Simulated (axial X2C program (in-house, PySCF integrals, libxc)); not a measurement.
# Linear MoNC at several levels

An exercise on one series of results from a longer session: the logs are not shown, and one member is left open.

Method: all-electron X2C, two-component (2c) or spin-free, Mo dyall-v3z, N dyall-av3z, C dyall-v3z; program: an in-house X2C program for linear molecules on PySCF integrals.

All values are calculated.

2 further runs of the same task are left out: 2 set aside as unsound or not needed.

The first run:

File task.json:

```json
{"zs": [42, 7, 6], "q": 0, "bas": ["dyall-v3z", "dyall-av3z", "dyall-v3z"], "r0": [2.04, 1.17], "symm": 0, "scan": ["PBE0", "HF", "BHandHLYP"], "levels": ["PBE0", "HF", "r2SCAN"], "nst": 2}
```

Keys: zs atomic numbers; q charge; bas basis sets; r0 starting distance in Å; symm equal bonds; scan levels of the two-bond scan (MP2 follows by itself at each HF point); levels methods; nst determinants followed.

On the command line:

```sh
$ python solin.py task.json out
```

Masses Mo 97.905, N 14.003, C 12.000 u.

Steps of the session up to this table: Scan at PBE0, 2c; Scan at HF, 2c; Scan at BHandHLYP, 2c.

One of the session's tables, all rows but one given; the rest of the session is left out.

| level | r(Mo–N) (Å) | r(N–C) (Å) | lower stretch (cm⁻¹) | upper stretch (cm⁻¹) |
| --- | --- | --- | --- | --- |
| PBE0, 2c | 1.988 | 1.177 | 453.2 | 2095.7 |
| HF, 2c | 2.072 | 1.154 | 413.0 | 2253.1 |
| BHandHLYP, 2c | 2.019 | 1.163 | 443.1 | 2177.1 |
| MP2, 2c | 2.020 | 1.183 | 438.7 | 2216.8 |
| PBE0, spin-free | 1.989 | 1.177 | 453.7 | 2095.4 |
| HF, spin-free | 2.072 | 1.154 | 413.6 | 2252.7 |
| BHandHLYP, spin-free | ? | ? | ? | ? |
| MP2, spin-free | 2.021 | 1.183 | 439.1 | 2216.6 |

**Question.** Estimate the row for BHandHLYP, spin-free.

As computed: r(Mo–N) (Å): 2.019; r(N–C) (Å): 1.163; lower stretch (cm⁻¹): 443.7; upper stretch (cm⁻¹): 2176.7.

Scans not shown above were run alike.

MP2 freezes inner shells (threshold -2 hartree). The molecule was held linear; bending was not examined, so a bent shape may lie lower. Note: several unpaired electrons, one determinant need not be a pure state.
